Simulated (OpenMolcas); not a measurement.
# Au⁴⁺ among point charges: CASSCF and CASPT2 levels and susceptibility

Aim: the splitting of the states of Au⁴⁺ in the field of 4 point charges, its lowest levels with spin-orbit coupling and its magnetic susceptibility.

Program: OpenMolcas 26.06. Level of theory: state-averaged CASSCF and CASPT2, spin-orbit coupling by RASSI with atomic mean-field integrals. These are calculated values, not measurements, unless marked.

### Step 1. What is computed

* Species: Au⁴⁺ (gold, Z = 79, 75 electrons)
* Basis: ANO-RCC-VDZP [7s6p4d2f], 59 functions
* Scalar Hamiltonian: DKH2, point nucleus
* Inactive shells: 1s 2s 2p 3s 3p 3d 4s 4p 4d 4f 5s 5p
* Active space: 7 electrons in 5 orbitals (5d)
* Some configurations of this space: 5d7
* Orbitals: optimised for each spin and parity, averaged over all roots

The outer shells:

5d7
```
5d [↑↓][↑↓][↑ ][↑ ][↑ ]
```

The ion sits among 4 point charges of -1.5 e arranged as a tetrahedron (Td), 2.26 Å from the ion.

Each step is its own input file, run in one work folder so that later steps find the files of earlier ones. Labels, J, g values, rates, χT and fits are worked out afterwards by a script from the matrices that RASSI stores.

### Step 2. Basis and integrals

Input file a.inp:

```
&GATEWAY
Coord
1

Au 0.0 0.0 0.0
Basis=ANO-RCC-VDZP
Group=NoSym
NoMove
AngMom=0.0 0.0 0.0
AMFI
XField
4 Angstrom 0
1.304812 1.304812 1.304812 -1.500000
1.304812 -1.304812 -1.304812 -1.500000
-1.304812 1.304812 -1.304812 -1.500000
-1.304812 -1.304812 1.304812 -1.500000
&SEWARD
```

Started as:

```
$ OMP_NUM_THREADS=1 MOLCAS_MEM=1689 MOLCAS_PROJECT=a pymolcas a.inp > a.log
```

### Step 3. Reference wave functions, quartets, 10 roots

Input file a.inp:

```
&RASSCF
FileOrb=start.orb
Symmetry=1
Spin=4
nActEl=7 0 0
Inactive=34
Ras2=5
CIRoot=10 10 1
SDav=10
CIMx=300
Iter=120 100
PrWF=0.3
OrbListing=Nothing
MaxOrb=0
>>> COPY $Project.JobIph JOB001
```

start.orb holds the contracted functions of the basis, ordered by shell, or the orbitals of the step before.

### Step 4. CASSCF: doublets, 40 roots

Input file a.inp:

```
&RASSCF
FileOrb=start.orb
Symmetry=1
Spin=2
nActEl=7 0 0
Inactive=34
Ras2=5
CIRoot=40 40 1
SDav=40
CIMx=300
Iter=120 100
PrWF=0.3
OrbListing=Nothing
MaxOrb=0
>>> COPY $Project.JobIph JOB002
```

### Step 5. RASSI: spin-orbit coupling between the states

Input file a.inp:

```
&RASSI
NrOfJobIphs=2 10 40
1 2 3 4 5 6 7 8 9 10
1 2 3 4 5 6 7 8 9 10 11 12 13 14 15 16 17 18 19 20 21 22 23 24 25 26 27
28 29 30 31 32 33 34 35 36 37 38 39 40
IphNames
JOB001
JOB002
EJob
SpinOrbit
DIPRint=1.0
SOCoupling=1000.0
Subsets=2
Property=9
'ANGMOM' 1 'ANGMOM' 2 'ANGMOM' 3 'MLTPL  1' 1 'MLTPL  1' 2 'MLTPL  1' 3
'AMFI' 1 'AMFI' 2 'AMFI' 3
SOProperty=3
'ANGMOM' 1 'ANGMOM' 2 'ANGMOM' 3
```

### Step 6. CASPT2: IPEA 0.25, imaginary shift 0.1 (closed shells correlated: 4f 5s 5p)

Input file a.inp:

```
>>> COPY JOB001 $Project.JobIph
&CASPT2
Multistate=10 1 2 3 4 5 6 7 8 9 10
NoMult
Frozen=23
IPEA=0.25
Imaginary=0.1
MaxIter=60
WThr=0.0 0.3 0.05
PrWF=0.5
NoMix
>>> COPY JOB002 $Project.JobIph
&CASPT2
Multistate=40 1 2 3 4 5 6 7 8 9 10 11 12 13 14 15 16 17 18 19 20 21 22
23 24 25 26 27 28 29 30 31 32 33 34 35 36 37 38 39 40
NoMult
Frozen=23
IPEA=0.25
Imaginary=0.1
MaxIter=60
WThr=0.0 0.3 0.05
PrWF=0.5
NoMix
```

(Steps that only read results are left out.)

What does the calculation give? Wanted: spin-free ground state; first state of the same spin within the active space; lowest level; next level.

The runs gave:

```
                                            quantity                                                                           value
                                              method  SS-CASPT2, IPEA 0.25, imaginary shift 0.1 (closed shells correlated: 4f 5s 5p)
                              spin-free ground state                                                 4A2, 1-fold in its orbital part
first state of the same spin within the active space                                                                4T2 at 1130 cm⁻¹
                                        lowest level                                                                       4-fold Γ8
                                          next level                                                                      623.3 cm⁻¹
                                         χT at 300 K                                                                  4.63 cm³ K/mol
                           effective moment at 300 K                                                                         6.08 μB
```

Cost by method:

```csv
method,time of its own steps,time with the reference
A. CASSCF,10 s,10 s
"B. SS-CASPT2, IPEA 0.25, imaginary shift 0.1, +4f 5s 5p",9.1 s,20 s
```

Times are of one thread on a shared host.

What this shows: The spin-free ground state (4A2) comes to 100 % from free-ion F terms and keeps the highest spin of the shell. χT at 300 K is 4.63, against 1.88 cm³ K/mol for the spin alone, so orbital moment adds to it. CASPT2 does not keep the components of a term degenerate, and the means are used. The field of point charges can differ much from that of real complexes. Point charges carry no covalency, so the field is a model and not that of real ligands.
